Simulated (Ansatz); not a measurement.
# La4ZrO: further runs on a relaxed guess

Aim: for this structure of La4ZrO, see whether it has a gap, which orbitals make up the states near it and how charge is shared.

Program: Ansatz 0.2.0. Level of theory: DFT PBE, scalar-relativistic, plane waves, PAW. These are calculated values, not measurements.

1 further run of the same task is left out (set aside as unsound or not needed). Runs told in other sessions of the task aren't counted.

### 1 Starting point

Symmetry: I4/mmm, No. 139, tetragonal system. The conventional cell has a = 6.564 Å, b = 6.564 Å, c = 9.614 Å, α = 90.00°, β = 90.00°, γ = 90.00°. La (site symmetry 4mm) is surrounded by 1 O at 2.04 Å. Around La (site symmetry -4m2) lie 4 La at 3.30 Å. Zr (site symmetry 4/mmm) is surrounded by 2 La at 2.77 Å. O (site symmetry 4/mmm) is surrounded by 2 La at 2.04 Å.

As a file:

```cif
data_structure
_symmetry_space_group_name_H-M 'P 1'
_symmetry_Int_Tables_number 1
_cell_length_a 6.6821
_cell_length_b 6.6821
_cell_length_c 6.6821
_cell_angle_alpha 121.164
_cell_angle_beta 121.164
_cell_angle_gamma 87.995
_cell_volume 207.12
loop_
_atom_site_label
_atom_site_type_symbol
_atom_site_fract_x
_atom_site_fract_y
_atom_site_fract_z
_atom_site_occupancy
La1 La 0.71210 0.71210 0.00000 1
La2 La 0.28790 0.28790 0.00000 1
La3 La 0.75000 0.25000 0.50000 1
La4 La 0.25000 0.75000 0.50000 1
Zr1 Zr 0.00000 0.00000 0.00000 1
O1 O 0.50000 0.50000 0.00000 1
```

The cell was relaxed beforehand at this level, from a generated guess; it is a trial structure. At a tolerance of 0.05 Å it has space group I4/mmm (No. 139); it has 34.52 Å³/atom, an uncorrected energy of +0.13 eV/atom over the elements.

### 2 Electronic structure at the relaxed geometry

Input file input.yaml:

```yaml
crystal:
  lattice:
    - [-3.2820902799, 3.2820902799, 4.8068714977]
    - [3.2820902799, -3.2820902799, 4.8068714977]
    - [3.2820902799, 3.2820902799, -4.8068714977]
  atoms:
    - { symbol: La, position: [0.7121019749, 0.7121019749, 0.0] }
    - { symbol: La, position: [0.2878980251, 0.2878980251, 0.0] }
    - { symbol: La, position: [0.75, 0.25, 0.5] }
    - { symbol: La, position: [0.25, 0.75, 0.5] }
    - { symbol: Zr, position: [0.0, 0.0, 0.0] }
    - { symbol: O, position: [0.5, 0.5, 0.0] }
basis:
  ecutwfc: 420
kpoints:
  mp_grid: { grid: [8, 8, 8] }
  band_path:
    path:
      - [[0.0, 0.0, 0.0], [0.0, 0.0, 0.5], [0.25, 0.25, 0.25], [0.0, 0.5, 0.0], [0.0, 0.0, 0.0], [0.5, 0.5, -0.5], [0.36655101, 0.63344899, -0.36655101]]
      - [[-0.36655101, 0.36655101, 0.36655101], [0.0, 0.0, 0.0]]
      - [[0.0, 0.0, 0.5], [-0.23310201, 0.23310201, 0.5]]
      - [[0.5, 0.5, -0.23310201], [0.5, 0.5, -0.5]]
    npoints: 14
hamiltonian:
  xc: pbe
scf:
  occupations: { method: gaussian, width: 0.1 }
  n_extra_bands: 15
output:
  forces: true
  stress: true
  eigenvalues: true
  populations: true
  dos: { projected: true, de: 0.02, nscf_kmesh: { grid: [10, 10, 10] } }
  bader: true
  write_density: true
  write_potential: true
  elf: true
  volumetric_format: npy
```

On the command line:

```sh
ansatz run input.yaml --threads 1 --pin off --max-ram 2560MiB --backend cpu --events-out ev --progress --plain --runs-dir out
```

Before running it: what results should come out? Wanted: gap; states at the Fermi level; Bader charges.

**Answer**, as computed:

| quantity | value |
| --- | --- |
| gap | none (metal) |
| states at the Fermi level | 8.05 per eV per cell |
| Bader charges | La +0.34 to +0.47, Zr -0.38, O -1.23 e |

**Reading.** It comes out metallic. Of the projected weight within 0.25 eV of the Fermi level, the largest part is La 5d (64 %) and Zr 4d (16 %). Bader charges reach 1.2 e, so charge transfer in this metal is strong. Spin-orbit coupling is left out, which matters for the bands of La.
